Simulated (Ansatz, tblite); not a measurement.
**The cluster NbHO₃: a ladder of methods and basis sets**

An exercise on one series of results from a longer session: the logs are not shown, and one member is left open.

Computed with Ansatz 0.2.0, Gaussian basis. Level: as each input shows.

Levels to be run: GFN1-xTB, GFN2-xTB, PBE-D4/def2-TZVP, r2SCAN-D4/def2-TZVP, CAM-B3LYP-D4/def2-TZVP, HSE06-D4/def2-TZVP, r2SCANh-D4/def2-TZVP, B3LYP-D4/def2-TZVP, LDA/def2-TZVP, B97M-V/def2-TZVP, HF/def2-TZVP, PBE-D4/def2-SVP, PBE0-D4/def2-SVP, PBE0-D4/def2-TZVPD, PBE-D4/def2-TZVPD, r2SCAN-D4/def2-TZVPD, CCSD(T)/def2-TZVPP, MP2/def2-TZVP, RPA/def2-TZVP.

1 further run of the same task is left out (set aside as unsound or not needed).

### The geometry

The geometry is that of the singlet, from an earlier relaxation (B3LYP-D4/def2-TZVP). At that level it is the lowest of the isomers that a small search found.

5 atoms, charge 0, spin multiplicity 1.

Bond lengths: Nb1–O2 1.724 Å, Nb1–O3 1.726 Å, Nb1–O4 1.931 Å, O4–H5 0.960 Å. Angles: O2–Nb1–O3 108.5°, O2–Nb1–O4 114.4°, O3–Nb1–O4 112.9°, Nb1–O4–H5 134.1°.

Nb takes a core potential in the def2 sets. No spin-orbit coupling is included.

PBE0-D4/def2-TZVP was run before; its log isn't repeated, and its numbers join the tables.

Set-up of the first run:

Tight binding, by tblite at 300 K electronic temperature and without a spin-polarisation term:

```python
tblite.interface.Calculator('GFN1-xTB', numbers, positions, charge=0, uhf=0).singlepoint()
```

Tight binding, by tblite at 300 K electronic temperature and without a spin-polarisation term:

```python
tblite.interface.Calculator('GFN2-xTB', numbers, positions, charge=0, uhf=0).singlepoint()
```

start.molden holds the orbitals of an earlier run on this state, given as this run's starting guess.

in.yaml reads:

```yaml
crystal:
  periodic: [false, false, false]
  atoms:
    - {symbol: Nb, position_ang: [0.667548, -0.297921, 0.052123]}
    - {symbol: O, position_ang: [0.450854, -0.567260, 1.741594]}
    - {symbol: O, position_ang: [0.545348, -1.813409, -0.764280]}
    - {symbol: O, position_ang: [-0.490853, 1.054199, -0.696035]}
    - {symbol: H, position_ang: [-1.172887, 1.624401, -0.333402]}
basis:
  gaussian: {orbitals: def2-TZVP, initial_orbitals: start.molden}
hamiltonian: {xc: pbe, dispersion: d4}
scf: {omitted_lower_state_checks: [starts]}
output: {forces: true, orbitals: {seedname: orbitals}}
```

On the command line:

```bash
$ ansatz run in.yaml --threads 2 --pin off --events-out ev --progress --plain --max-ram 4352MiB
```

Among the steps run: PBE-D4/def2-TZVP; r2SCAN-D4/def2-TZVP; CAM-B3LYP-D4/def2-TZVP; HSE06-D4/def2-TZVP; r2SCANh-D4/def2-TZVP; B3LYP-D4/def2-TZVP; LDA/def2-TZVP; B97M-V/def2-TZVP; HF/def2-TZVP; PBE-D4/def2-SVP; PBE0-D4/def2-SVP; PBE0-D4/def2-TZVPD; PBE-D4/def2-TZVPD; r2SCAN-D4/def2-TZVPD; CCSD(T)/def2-TZVPP; MP2/def2-TZVP; RPA/def2-TZVP.

One table of the session follows, with a row left open; its other results are not shown here.

It belongs to the step «Levels side by side». 

```
                 level  HOMO (eV)  LUMO (eV)  gap (eV)
          HF/def2-TZVP          ?          ?         ?
         LDA/def2-TZVP      -6.81      -4.50      2.31
       PBE-D4/def2-SVP      -6.40      -4.14      2.25
      PBE-D4/def2-TZVP      -6.56      -4.25      2.31
     PBE-D4/def2-TZVPD      -6.64      -4.29      2.35
   r2SCAN-D4/def2-TZVP      -6.89      -3.97      2.92
  r2SCAN-D4/def2-TZVPD      -6.93      -3.98      2.95
      B97M-V/def2-TZVP      -6.94      -4.15      2.79
  r2SCANh-D4/def2-TZVP      -7.49      -3.72      3.77
    B3LYP-D4/def2-TZVP      -7.91      -3.91      4.00
      PBE0-D4/def2-SVP      -8.05      -3.46      4.59
     PBE0-D4/def2-TZVP      -8.15      -3.53      4.63
    PBE0-D4/def2-TZVPD      -8.21      -3.55      4.66
    HSE06-D4/def2-TZVP      -7.75      -3.89      3.85
CAM-B3LYP-D4/def2-TZVP      -9.61      -2.77      6.84
```

Q: Estimate the row for HF/def2-TZVP from the others.

**Answer.** HOMO (eV): -12.12; LUMO (eV): -1.11; gap (eV): 11.02. In the column «HOMO (eV)» it is the lowest.
